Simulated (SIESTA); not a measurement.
## CsLiCr2Te2S3 in SIESTA: convergence with k mesh

The system is CsLiCr2Te2S3.

```
CELL_PARAMETERS angstrom
3.31929 1.91639 6.87982
-3.31929 1.91639 6.87982
0.00000 -3.83279 6.87982
ATOMIC_POSITIONS crystal
Cs 0.00000 0.00000 0.00000
Li 0.50000 0.50000 0.50000
Cr 0.79848 0.79848 0.79848
Cr 0.20152 0.20152 0.20152
Te 0.67990 0.67990 0.67990
Te 0.32010 0.32010 0.32010
S 0.13626 0.86374 0.50000
S 0.50000 0.13626 0.86374
S 0.86374 0.50000 0.13626
```

The cell was built by a generator and needn't be a form met in nature.

| Item | Value |
| --- | --- |
| Program | SIESTA 5.4.2 |
| Task | single point |
| Functional | PBE |
| Potentials or basis | PseudoDojo 0.4 standard (PBE files) |
| Basis | DZP (energy shift 0.003 Ry; two zetas on semicore shells; d shell added on Cs) |
| Grid cutoff | 800 Ry |
| Energy shift | 0.003 Ry |
| k mesh | 1 × 1 × 1 |
| Occupations | fermi-dirac, width 0.05 eV |
| Spin | collinear spin, ferromagnetic start |
| Starting moments | [0.0, 0.0, 3.0, 3.0, 0.0, 0.0, 0.0, 0.0, 0.0] μB |

These are the settings of the first run; the series varies k mesh, with any setting tied to it.

Hardware: 4 MPI ranks on AMD EPYC 7R43 64-Core Processor (Zen 3), with other jobs on the host.

```csv
k mesh,"energy less the tightest run, at zero smearing (meV/atom)",pressure (GPa),largest force (eV/Å),largest site moment (μB),gap on the mesh (eV),SCF cycles,CPU time (s)
1 × 1 × 1,-3.53,0.56,1.392,2.95,0.130,37,790
2 × 2 × 2,9.26,0.52,0.333,2.70,0.000,24,660
3 × 3 × 3,-0.63,0.39,0.366,2.71,0.000,23,640
4 × 4 × 4,0.27,0.38,0.350,2.70,0.000,23,690
5 × 5 × 5,0.04,0.37,0.359,2.70,0.000,23,850
6 × 6 × 6,0.00,0.37,0.361,2.70,0.000,22,1000
```

Against the tightest run, the energy stays within 1 meV/atom from 3 × 3 × 3 on; the pressure stays within 0.1 GPa from 3 × 3 × 3 on; the largest force stays within 0.005 eV/Å from 5 × 5 × 5 on; the largest site moment stays within 0.02 μB from 2 × 2 × 2 on; the gap on the mesh stays within 0.01 eV from 2 × 2 × 2 on. Meshes of other sizes hit other points, so gaps and Fermi surfaces needn't settle smoothly. The tightest run that finished is the yardstick and may itself not be fully converged.

Caveat, for the tightest run too: the basis of atomic orbitals isn't converged, which shifts pressures, moduli and gaps; only a ferromagnetic start was run, and an antiferromagnetic order may lie lower in energy. The run has no spin-orbit coupling, so splittings on Cs, Te are missing.
